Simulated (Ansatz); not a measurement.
# CH6Cl2GaP: small, medium and large basis sets

An exercise on one series of results from a longer session: the logs are not shown, and one member is left open.

Method: one geometry, several basis sets; program: Ansatz 0.2.0, Gaussian basis.

Levels to be run: PBE0-D4/def2-SVP; ωB97M-V/def2-SVP; PBE0-D4/def2-QZVPP; ωB97M-V/def2-QZVPP; the functionals' def2-TZVPP values are taken from earlier runs.

### The geometry

All runs share one geometry, relaxed beforehand with PBE0-D4 in a triple-zeta def2 set.

SMILES `[CH3][Ga-]([PH3+])([Cl])[Cl]`, 11 atoms, charge 0, spin multiplicity 1.

Atoms are counted from 1 here; the program's logs count them from 0.

Bond lengths: C1–Ga2 1.955 Å, C1–H6 1.091 Å, C1–H7 1.091 Å, C1–H8 1.092 Å, Ga2–P3 2.534 Å, Ga2–Cl4 2.184 Å, Ga2–Cl5 2.184 Å, P3–H9 1.410 Å, P3–H10 1.406 Å, P3–H11 1.410 Å. Angles: Ga2–C1–H6 110.6°, Ga2–C1–H7 110.6°, Ga2–C1–H8 109.1°, H6–C1–H7 109.5°, H6–C1–H8 108.4°, H7–C1–H8 108.4°, C1–Ga2–P3 110.9°, C1–Ga2–Cl4 119.8°, C1–Ga2–Cl5 119.8°, P3–Ga2–Cl4 93.1°, P3–Ga2–Cl5 93.3°, Cl4–Ga2–Cl5 112.4°, Ga2–P3–H9 121.7°, Ga2–P3–H10 110.5°, Ga2–P3–H11 121.6°, H9–P3–H10 99.8°, H9–P3–H11 99.6°, H10–P3–H11 99.8°.

The first run:

in.yaml reads:

```yaml
crystal:
  periodic: [false, false, false]
  atoms:
    - {symbol: C, position_ang: [-1.679004, 0.985428, 0.307696]}
    - {symbol: Ga, position_ang: [-0.307707, 0.218953, -0.855448]}
    - {symbol: P, position_ang: [1.501075, -0.916459, 0.508456]}
    - {symbol: Cl, position_ang: [-0.744209, -1.587139, -2.002992]}
    - {symbol: Cl, position_ang: [1.109961, 1.530977, -1.873919]}
    - {symbol: H, position_ang: [-1.248239, 1.744873, 0.961525]}
    - {symbol: H, position_ang: [-2.148978, 0.208351, 0.911985]}
    - {symbol: H, position_ang: [-2.447878, 1.455706, -0.308046]}
    - {symbol: H, position_ang: [2.325283, -0.192432, 1.393556]}
    - {symbol: H, position_ang: [2.482425, -1.465656, -0.335576]}
    - {symbol: H, position_ang: [1.222772, -2.039502, 1.313464]}
basis:
  gaussian: {orbitals: def2-SVP}
hamiltonian: {xc: pbe0, dispersion: d4}
output: {orbitals: {seedname: orbitals}}
```

The run is started by

```console
$ ansatz run in.yaml --threads 4 --pin off --events-out ev --progress --plain --max-ram 11315MiB
```

Among the steps run: PBE0-D4 in def2-SVP; ωB97M-V in def2-SVP; PBE0-D4 in def2-QZVPP; ωB97M-V in def2-QZVPP.

One of the session's tables, all rows but one given; the rest of the session is left out.

It belongs to the step «Functionals by basis». 

| functional | basis | HOMO (eV) |
| --- | --- | --- |
| PBE0-D4 | def2-SVP | ? |
| PBE0-D4 | def2-TZVPP | -8.01 |
| PBE0-D4 | def2-QZVPP | -8.04 |
| ωB97M-V | def2-SVP | -10.00 |
| ωB97M-V | def2-TZVPP | -10.20 |
| ωB97M-V | def2-QZVPP | -10.24 |

Estimate the missing values for PBE0-D4, def2-SVP.

As computed: HOMO (eV): -7.84. In the column «HOMO (eV)» it is the highest.
